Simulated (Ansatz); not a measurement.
# CH3BF2Si: basis-set convergence

The task here is to estimate one member of a computed series from the others.

The runs use Ansatz 0.2.0, Gaussian basis; one geometry, several basis sets.

Plan: PBE0-D4/def2-SVP; ωB97M-V/def2-SVP; PBE0-D4/def2-QZVPP; ωB97M-V/def2-QZVPP; the functionals' def2-TZVPP values are taken from earlier runs.

## Structure used throughout

An earlier PBE0-D4 in a triple-zeta def2 set relaxation fixed the geometry.

8 atoms, charge 0, spin multiplicity 1.

Atoms are counted from 1 here; the program's logs count them from 0.

Bond lengths: F1–C2 1.331 Å, C2–B3 1.457 Å, C2–H6 1.090 Å, B3–Si4 1.874 Å, B3–H7 1.191 Å, Si4–F5 1.592 Å, Si4–H8 1.486 Å. Angles: F1–C2–B3 123.7°, F1–C2–H6 109.3°, B3–C2–H6 127.1°, C2–B3–Si4 107.3°, C2–B3–H7 128.8°, Si4–B3–H7 123.9°, B3–Si4–F5 122.8°, B3–Si4–H8 133.0°, F5–Si4–H8 104.2°.

The first run:

Contents of in.yaml:

```yaml
crystal:
  periodic: [false, false, false]
  atoms:
    - {symbol: F, position_ang: [0.393852, 1.647895, 1.967310]}
    - {symbol: C, position_ang: [-0.012980, 0.921741, 0.928570]}
    - {symbol: B, position_ang: [0.760004, -0.172784, 0.355441]}
    - {symbol: Si, position_ang: [-0.235779, -0.871140, -1.070716]}
    - {symbol: F, position_ang: [-1.657802, -0.293338, -1.494683]}
    - {symbol: H, position_ang: [-0.988195, 1.280143, 0.599461]}
    - {symbol: H, position_ang: [1.824431, -0.589813, 0.688251]}
    - {symbol: H, position_ang: [0.008668, -1.979802, -2.029534]}
basis:
  gaussian: {orbitals: def2-SVP}
hamiltonian: {xc: pbe0, dispersion: d4}
output: {orbitals: {seedname: orbitals}}
```

Run with:

```sh
> ansatz run in.yaml --threads 2 --pin off --events-out ev --progress --plain --max-ram 4352MiB
```

Steps of the session up to this table: PBE0-D4 in def2-SVP; ωB97M-V in def2-SVP; PBE0-D4 in def2-QZVPP; ωB97M-V in def2-QZVPP.

One table of the session follows, with a row left open; its other results are not shown here.

It belongs to the step «Density functionals: the series». 

| functional | basis | HOMO (eV) | LUMO (eV) |
| --- | --- | --- | --- |
| PBE0-D4 | def2-SVP | -6.70 | -2.68 |
| PBE0-D4 | def2-TZVPP | ? | ? |
| PBE0-D4 | def2-QZVPP | -6.79 | -2.81 |
| ωB97M-V | def2-SVP | -8.60 | -0.74 |
| ωB97M-V | def2-TZVPP | -8.71 | -0.89 |
| ωB97M-V | def2-QZVPP | -8.74 | -0.95 |

Estimate the missing values for PBE0-D4, def2-TZVPP.

The run gave: HOMO (eV): -6.77; LUMO (eV): -2.77. In the column «HOMO (eV)» it lies between PBE0-D4, def2-QZVPP (-6.79) and PBE0-D4, def2-SVP (-6.70).
